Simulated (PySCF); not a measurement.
**[BF4]-: structure of the singlet**

Aim: relax [BF4]- as a singlet from a PBE0 minimum start, check by its vibrations whether the end is a minimum, and collect its spectrum and constants.

Method: PBE0, basis B def2-SVPD, F def2-SVPD, no relativity, density fitting; program: PySCF 2.14.0.

## Step 1: The starting structure

5 atoms, charge -1, spin multiplicity 1.

Bond lengths: B1–F2 1.409 Å, B1–F3 1.409 Å, B1–F4 1.409 Å, B1–F5 1.409 Å. Angles: F2–B1–F3 109.5°, F2–B1–F4 109.5°, F2–B1–F5 109.5°, F3–B1–F4 109.5°, F3–B1–F5 109.5°, F4–B1–F5 109.5°.

```xyz
5
charge -1 multiplicity 1
B     0.0000    0.0000    0.0000
F    -0.8135   -0.8135   -0.8135
F     0.8135    0.8135   -0.8135
F    -0.8135    0.8135    0.8135
F     0.8135   -0.8135    0.8135
```

## Step 2: First SCF at the start

One driver script runs all steps and calls PySCF; scf.py shows how it sets up the SCF of each step. The optimiser is the driver's own. After this first run the driver tries any further starts and a stability analysis.

Input file scf.py:

```python
from pyscf import gto, scf, dft
mol = gto.M(atom='''
B     -0.000000    -0.000000    -0.000000
F     -0.813500    -0.813500    -0.813500
F      0.813500     0.813500    -0.813500
F     -0.813500     0.813500     0.813500
F      0.813500    -0.813500     0.813500''',
    basis={'B': 'def2-SVPD', 'F': 'def2-SVPD'},
    charge=-1, spin=0)
mf = dft.RKS(mol, xc='PBE0')
mf.grids.atom_grid = (50, 194)
aux = {'B': 'def2-universal-JKFIT', 'F': 'def2-universal-JKFIT'}
mf = mf.density_fit(auxbasis=aux)
mf.conv_tol = 1e-08
mf.diis_space = 10
mf.max_cycle = 60
mf.init_guess = 'minao'
mf.verbose = 4
mf.kernel()
```

The run is started by

```
$ OMP_NUM_THREADS=4 python axn.py task.json out
```

Standard output:

```text
init E= -423.94550189383
  HOMO = -0.492519566178584  LUMO = 0.00353270129344319  gap/eV = 13.49827
cycle= 1 E= -423.709412050341  delta_E= 0.236  |g|= 0.844  |ddm|= 3.43
  HOMO = -0.0669490581554646  LUMO = 0.198020687060761  gap/eV = 7.21019
cycle= 2 E= -423.624497040795  delta_E= 0.0849  |g|= 1.15  |ddm|= 1.59
  HOMO = -0.177019749870781  LUMO = 0.188017648163669  gap/eV = 9.93317
cycle= 3 E= -423.829082939969  delta_E= -0.205  |g|= 0.00856  |ddm|= 0.756
  HOMO = -0.179551957023255  LUMO = 0.186123136869508  gap/eV = 9.95053
cycle= 4 E= -423.829097301555  delta_E= -1.44e-05  |g|= 0.00181  |ddm|= 0.0323
  HOMO = -0.179903042040772  LUMO = 0.185969355022223  gap/eV = 9.95590
cycle= 5 E= -423.829097868771  delta_E= -5.67e-07  |g|= 0.000133  |ddm|= 0.00341
  HOMO = -0.179922542034458  LUMO = 0.185960038867407  gap/eV = 9.95617
cycle= 6 E= -423.829097871659  delta_E= -2.89e-09  |g|= 4.06e-05  |ddm|= 0.000499
  HOMO = -0.179926991259566  LUMO = 0.185958857197825  gap/eV = 9.95626
Extra cycle  E= -423.829097871775  delta_E= -1.16e-10  |g|= 3.41e-05  |ddm|= 0.000205
converged SCF energy = -423.829097871775
```

This step, with its further starts and checks, ran for 3.9 s (4 threads of Arm Neoverse N1, shared host).

No lower closed-shell solution turned up in the test of internal stability.

## Step 3: Relaxing the singlet from the PBE0 minimum start

The program finds Td symmetry in the start, which this walk keeps.

Changes to scf.py since step 2:

```diff
@@ -3 +3 @@
-B     -0.000000    -0.000000    -0.000000
+B      0.000000     0.000000     0.000000
@@ -17 +16,0 @@
-mf.init_guess = 'minao'
```

Energy and gradient, step by step:

```tsv
step	energy (Eh)	change (kJ/mol)	largest symmetric gradient (Eh/bohr)
0	-423.829098	0.00	0.00013
```

The walk took 1.2 s.

Positions (Å) and forces (eV/Å) along the way:

```
step 0
B    0.000   0.000   0.000   0.000   0.000   0.000
F   -0.814  -0.814  -0.814   0.006   0.006   0.006
F    0.814   0.814  -0.814  -0.006  -0.006   0.006
F   -0.814   0.814   0.814   0.006  -0.006  -0.006
F    0.814  -0.814   0.814  -0.006   0.006  -0.006
```

After 0 steps and 0.0 kJ/mol it ends at Td: B–F 1.409 Å (×4); F–B–F 109.5° (×6).

## Step 4: Vibrations and properties at this point

The point is checked on the finer grid, and tightened if its gradient asks for it. The Hessian and the dipole derivatives come from central differences of analytic gradients, with steps of 0.02 bohr.

Changes to scf.py since step 3:

```diff
@@ -11 +11 @@
-mf.grids.atom_grid = (50, 194)
+mf.grids.atom_grid = (75, 302)
@@ -14 +14 @@
-mf.conv_tol = 1e-08
+mf.conv_tol = 1e-10
```

The driver hands on the density of the step before, so the log starts near convergence.

SCF at the final geometry:

```text
init E= -423.829093526229
  HOMO = -0.179923758148937  LUMO = 0.185949386111879  gap/eV = 9.95592
cycle= 1 E= -423.829093526227  delta_E= 1.36e-12  |g|= 5.26e-08  |ddm|= 2.51e-07
  HOMO = -0.179923745146872  LUMO = 0.185949387986397  gap/eV = 9.95592
Extra cycle  E= -423.829093526226  delta_E= 7.96e-13  |g|= 3.52e-08  |ddm|= 1.84e-07
converged SCF energy = -423.829093526226
```

The whole step took 16 s.

Geometry: Td; B–F 1.409 Å (×4); F–B–F 109.5° (×6).

Harmonic modes (main isotopes):

```json
{"symmetry": "e", "ω (cm⁻¹)": "345", "IR (km/mol)": "0.0"}
{"symmetry": "t2", "ω (cm⁻¹)": "510", "IR (km/mol)": "6.1"}
{"symmetry": "a1", "ω (cm⁻¹)": "751", "IR (km/mol)": "0.0"}
{"symmetry": "t2", "ω (cm⁻¹)": "1080", "IR (km/mol)": "1279"}
```

No imaginary mode, so this is a minimum.

Properties at this point:

* Dipole moment about the centre of mass: 0.00 D
* Highest occupied level: -4.90 eV
* Lowest empty level: 5.06 eV
* Rotational constants: 0.1676, 0.1676, 0.1676 cm⁻¹
* Zero-point energy: 37.1 kJ/mol
* Principal polarisabilities: 23.7, 23.7, 23.7 bohr³
* Principal traceless quadrupole moments about the centre of mass: 0.00, 0.00, 0.00 D Å
* Entropy at 298.15 K and 1 bar: 269.8 J/(mol K)
* Heat capacity Cp at 298.15 K: 68.8 J/(mol K)
* Enthalpy at 298.15 K above 0 K: 14.01 kJ/mol
* Rotational symmetry number: 12

Populations by atom (charges in e):

```
    atom  Mulliken  Löwdin  polar tensor  Mayer order to B1
      B1      1.62   -0.09          1.88                  –
F2,3,4,5     -0.66   -0.23         -0.72               0.43
```

Outer orbital energies (eV). occupied: -6.41, -6.41, -5.81, -5.81, -5.81, -4.90, -4.90, -4.90; empty: 5.06, 6.95, 6.95, 6.95.

Mulliken populations on B1: s 1.64, p 1.39, d 0.34.

## Step 5: Results

| quantity | value |
| --- | --- |
| minimum | singlet, Td |
| geometry | B–F 1.409 Å (×4); F–B–F 109.5° (×6) |
| wavenumbers (cm⁻¹) | 345 (e), 510 (t2), 751 (a1), 1080 (t2) |
| dipole moment (centre of mass) | 0.00 D |
| highest occupied, lowest empty level | -4.90, 5.06 eV |
| polar-tensor charge of B1 | +1.88 e |
| zero-point energy | 37.1 kJ/mol |
| entropy at 298.15 K | 269.8 J/(mol K) |

**Reading.** The PBE0 minimum start keeps its Td symmetry and ends in a minimum. The strongest infrared band lies at 1080 cm⁻¹ (t2). Only this shape and spin were tried, so other structures or states may lie lower.

The search up to here took 22 s.
